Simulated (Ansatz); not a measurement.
# VSi+ (triplet): from Hartree-Fock to the top rungs, def2-TZVPP

The task here is to estimate one member of a computed series from the others.

Program: Ansatz 0.2.0, Gaussian basis. Level of theory: def2-TZVPP, core rule «outside noble gas», up to 14 orbitals frozen. These are calculated values, not measurements.

To be run: UHF; CCSD(T) on ROHF; CCSD(T) on UHF; CCSDT(Q) on ROHF; CCSDT(Q) on UHF.

16 further runs of the same task are left out: 10 for a known fault of the program, 1 that didn't finish, 5 set aside as unsound or not needed.

### What is computed

The geometry is a PBE0/def2-TZVP stationary point (not a proven minimum) of the parent state, kept for this charge and spin.

2 atoms, charge 1, spin multiplicity 3.

Atoms are counted from 1 here; the program's logs count them from 0.

Bond lengths: V1–Si2 2.381 Å.

Geometry (Å):

```
V     0.0000    0.0000    0.0000
Si    0.0000    0.0000    2.3814
```

Set-up of the first run:

in.yaml

```yaml
crystal:
  periodic: [false, false, false]
  atoms:
    - {symbol: V, position_ang: [0.000000, 0.000000, 0.000000]}
    - {symbol: Si, position_ang: [0.000000, 0.000000, 2.381400]}
basis:
  gaussian: {orbitals: def2-TZVPP}
total_charge: 1
magnetization: {spin_polarized: true, initial_magnetization: 2}
hamiltonian: {xc: hf}
output: {orbitals: {seedname: orbitals}}
```

On the command line:

```bash
$ ansatz run in.yaml --threads 1 --pin off --events-out ev --progress --plain --max-ram 4096MiB --backend cpu
```

Among the steps run: UHF; CCSD(T) on ROHF; CCSD(T) on UHF; CCSDT(Q) on ROHF; CCSDT(Q) on UHF.

One of the session's tables, all rows but one given; the rest of the session is left out.

```
   method  from RCCSDT(Q) (meV)
     ROHF               +7382.7
     RMP2               +2354.9
     UMP2               +1595.2
    RCCSD                +859.5
    UCCSD                +625.7
 RCCSD(T)                +228.5
 UCCSD(T)                     ?
   RCCSDT                +207.0
   UCCSDT                +116.5
RCCSDT(Q)                     0
UCCSDT(Q)                  -2.3
```

**Question.** Estimate the row for UCCSD(T).

**Answer.** from RCCSDT(Q) (meV): +280.6. In the column «from RCCSDT(Q) (meV)» it lies between RCCSD(T) (+228.5) and UCCSD (+625.7).

Left out of the table: UHF (another determinant or state than the rows shown).

To keep in mind: The determinant is far from a pure spin state, so its energy mixes those of several spin states (harmless only where they are near-degenerate, as at dissociation). Warnings: spin contamination; coupled cluster took another determinant than the lowest; large T1 diagnostic. Restricted and unrestricted rows rest on different reference determinants; where their highest levels disagree by more than a few hundredths of an eV, they describe different states and don't form one ladder.
